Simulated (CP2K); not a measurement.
Runs of CP2K 2026.2 on WAu. The structure is cubic, space group F-43m (No. 216). The conventional cell has a = 5.818 Å, b = 5.818 Å, c = 5.818 Å, α = 90.00°, β = 90.00°, γ = 90.00°. W (site symmetry -43m) is surrounded by 4 Au at 2.52 Å. Au (site symmetry -43m) has 4 W at 2.52 Å as nearest neighbours. The cell was built by a generator and needn't be a form met in nature.

```tsv
level	potentials or basis	smearing	EPS_DEFAULT	NGRIDS	points a segment of the path (NPOINTS)	bands added on the path	CUTOFF of the grids	gap on the mesh (eV)	pressure (GPa)
PBEsol	POTENTIAL_UZH W GTH-PBE-q14, Au GTH-PBE-q11; TZVP-MOLOPT-PBE-GTH basis	fermi-dirac 0.0259 eV	1.0E-10	5	8	2	500 Ry	none	(a)
r2SCAN	POTENTIAL_UZH W GTH-SCAN-q14, Au GTH-SCAN-q11; TZVP-MOLOPT-SCAN-GTH basis	fermi-dirac 0.05 eV	1.0E-9	4	6	2	675 Ry	none	-3.2
PBE	POTENTIAL_UZH W GTH-PBE-q14, Au GTH-PBE-q11; TZVP-MOLOPT-PBE-GTH basis	fermi-dirac 0.05 eV	1.0E-9	5	8	2	500 Ry	none	1.4
PBE	POTENTIAL_UZH W GTH-PBE-q14, Au GTH-PBE-q11; TZVP-MOLOPT-PBE-GTH basis	fermi-dirac 0.05 eV	1.0E-9	4	8	6	500 Ry	none	1.4
LDA	GTH_POTENTIALS W GTH-PADE-q14, Au GTH-PADE-q11; TZVP-MOLOPT-PBE-GTH basis	fermi-dirac 0.1 eV	1.0E-10	5	8	6	500 Ry	none	-16.9
```

Alike in all rows: task band structure; no spin polarisation; cell as given; k mesh 8 × 8 × 8.

Task: Estimate the missing entries.

Result: (a) -2.6.

Caveats: spin-orbit coupling is left out, which moves the levels of the heavy elements; the basis of atomic orbitals isn't converged, which shifts pressures, moduli and gaps; the potentials were made for another functional, which shifts forces and pressure (some runs); so large a pressure means that the cell lies far from this level's equilibrium, or that cutoff or potentials fall short (some runs).

A k mesh can miss the band edges, and the runs leave out spin-orbit coupling on Au, W.

A gap of «none» marks a metal or a gap under the smearing width.
